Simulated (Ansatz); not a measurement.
# CH₅ClFNOZr: basis-set convergence

Aim: see how fast density functionals converge with the basis set for CH₅ClFNOZr.

Program: Ansatz 0.2.0, Gaussian basis. Level of theory: one geometry, several basis sets. These are calculated values, not measurements.

The runs, in order: PBE0-D4/def2-SVP; ωB97M-V/def2-SVP; PBE0-D4/def2-QZVPP; ωB97M-V/def2-QZVPP; the functionals' def2-TZVPP values are taken from earlier runs.

1 further run of the same task is left out (for a known fault of the program).

### Step 1. The relaxed structure

The geometry comes from an earlier relaxation with PBE0-D4 in a triple-zeta def2 set; it is a stationary point, not always the lowest conformer. Zr takes the def2 core potential; no spin-orbit term is included.

SMILES `C[NH][Zr]([OH])([F])[Cl]`, 11 atoms, charge 0, spin multiplicity 1.

Atoms are counted from 1 here; the program's logs count them from 0.

Bond lengths: C1–N2 1.450 Å, C1–H7 1.096 Å, C1–H8 1.092 Å, C1–H9 1.096 Å, N2–Zr3 2.007 Å, N2–H10 1.015 Å, Zr3–O4 1.909 Å, Zr3–F5 1.912 Å, Zr3–Cl6 2.378 Å, O4–H11 0.953 Å. Angles: N2–C1–H7 111.9°, N2–C1–H8 109.8°, N2–C1–H9 111.9°, H7–C1–H8 107.4°, H7–C1–H9 108.1°, H8–C1–H9 107.5°, C1–N2–Zr3 130.7°, C1–N2–H10 111.3°, Zr3–N2–H10 118.0°, N2–Zr3–O4 106.2°, N2–Zr3–F5 107.6°, N2–Zr3–Cl6 108.8°, O4–Zr3–F5 115.4°, O4–Zr3–Cl6 110.5°, F5–Zr3–Cl6 108.1°, Zr3–O4–H11 162.6°.

### Step 2. PBE0-D4 in def2-SVP

File in.yaml:

```yaml
crystal:
  periodic: [false, false, false]
  atoms:
    - {symbol: C, position_ang: [1.384697, -1.012499, -0.278214]}
    - {symbol: N, position_ang: [0.776236, 0.289233, -0.468913]}
    - {symbol: Zr, position_ang: [-0.987970, 1.012594, 0.156544]}
    - {symbol: O, position_ang: [-2.077674, -0.505529, 0.548678]}
    - {symbol: F, position_ang: [-1.654542, 2.170798, -1.210407]}
    - {symbol: Cl, position_ang: [-0.633946, 2.310074, 2.117164]}
    - {symbol: H, position_ang: [1.627297, -1.493889, -1.232114]}
    - {symbol: H, position_ang: [0.693102, -1.670267, 0.252786]}
    - {symbol: H, position_ang: [2.303361, -0.952106, 0.316008]}
    - {symbol: H, position_ang: [1.386337, 0.908188, -0.992455]}
    - {symbol: H, position_ang: [-2.816907, -1.056609, 0.790915]}
basis:
  gaussian: {orbitals: def2-SVP}
hamiltonian: {xc: pbe0, dispersion: d4}
output: {orbitals: {seedname: orbitals}}
```

On the command line:

```
ansatz run in.yaml --threads 2 --pin off --events-out ev --progress --plain --max-ram 32768MiB --backend cpu
```

Further steps of the session: ωB97M-V in def2-SVP; PBE0-D4 in def2-QZVPP; ωB97M-V in def2-QZVPP.

Before running them: what should the planned runs give, taken together? Wanted: PBE0-D4: double and triple zeta above quadruple; ωB97M-V: double and triple zeta above quadruple.

As calculated:

| quantity | value |
| --- | --- |
| PBE0-D4: double and triple zeta above quadruple | 14.25, 0.87 eV |
| ωB97M-V: double and triple zeta above quadruple | 14.42, 0.83 eV |

In words: PBE0-D4 gains 13.38 eV from double to triple zeta, then 0.87 eV more. These are total energies; as a rule much of such shifts cancels in differences, which this series doesn't test.
